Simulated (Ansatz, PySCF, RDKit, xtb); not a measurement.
**Solving CH4OSn+, step by step**

Given the formula CH4OSn+ (charge +1, odd number of electrons) and nothing else, which arrangement of the atoms is the most stable in the gas at 1000 K, and what are its properties?

Plan: many cheap relaxations first (GFN2-xTB), then density-functional screening, relaxation at r2SCAN-D4/def2-SVP, vibrations and a final energy. The numbers are computed, not measured.

3 further runs of the same task are left out: 3 set aside as unsound or not needed.

## 1. Drawing up candidates

A program enumerates the bonding patterns with one Lewis structure each (two rings at most, one unusual centre or charged pair), with their diastereomers. O–O, O–halogen and N–halogen bonds and N–N–N chains are not drawn. That gives 18 candidates.

c039 [CH2][OH+][SnH]; c082 [OH2+][C]=[SnH2]; c216 [CH2+][SnH2][O]; c240 O[CH][SnH2+]; c257 C[O+]=[SnH]; c292 [OH+]=[C][SnH3]; c369 [CH3][SnH+][O]; c379 [O][CH2][SnH2+]; c441 [CH2]=[Sn][OH2+]; c486 [CH]1[OH+][SnH2]1; c510 [CH3][Sn]=[OH+]; c610 [CH]=[O+][SnH3]; c775 [CH]=[SnH][OH2+]; c824 [CH2][O][SnH2+]; c910 [CH2]1[OH+][SnH]1; c948 [OH2+][CH]=[SnH]; c965 [O][CH+][SnH3]; c981 [CH2][SnH+][OH].

Candidates are built by distance geometry, with a force field where one applies, in up to four conformers (letters a to d). 6 starts with atoms placed at random are added, to find patterns that the rules miss.

Q: Predict the outcome of this search (final energies at CCSD(T)/def2-SVP + MP2/def2-TZVPP - MP2/def2-SVP).

| quantity | value |
| --- | --- |
| lowest structure found | [CH3][Sn]=[OH+], doublet, Cs |
| next finalist | [CH2][Sn][OH2] ‡, doublet, 7.7 kcal/mol higher in G |
| share at equilibrium, among the finalists | 98.0 % |
| harmonic wavenumbers, lowest and highest (r2SCAN-D4/def2-SVP) | 54 and 3800 cm⁻¹ |
| rotational constants, same geometry | 0.3448, 0.1824, 0.1222 cm⁻¹ |
| HOMO energy (highest over α and β) (PBE0/def2-TZVPD) | -12.95 eV |
| LUMO energy (lowest over α and β) (PBE0/def2-TZVPD) | -9.87 eV |
| lowest excitation (TD-CAM-B3LYP/def2-SVPD) | 3.21 eV (f = 0.004) |
| strongest of the states computed, same level | 3.29 eV (f = 0.044) |
| vertical ionisation energy (to the singlet ion of charge +2) | 15.14 eV |
| vertical recombination energy (electron added) | 7.87 eV |
| vertical quartet less doublet | +4.44 eV |

The search ends on `[CH3][Sn]=[OH+]`. Among the finalists first place is clear (7.7 kcal/mol); structures outside the list aren't covered. r2SCAN-D4/def2-SVP, r2SCAN-D4/def2-SVP, relaxed and MP2/def2-SVP already put its bonding pattern lowest among the structures in one piece; HF/def2-SVP favours the doublet [CH2][Sn][OH2] ‡. Spin-orbit coupling, which matters for elements this heavy, is left out. One minimum inside the window was never screened. The stability test raises a flag; for an open shell a flag towards a general spinor solution can be the free rotation of the spin. The search is not exhaustive (a finite list of starts, one conformer a finalist), so a lower isomer can't be ruled out. Patterns outside the rules of the enumeration were met only by chance.

‡ marks the bonded skeleton alone, with all bonds drawn single: no Lewis structure was assigned that passes a check against the bond lengths.
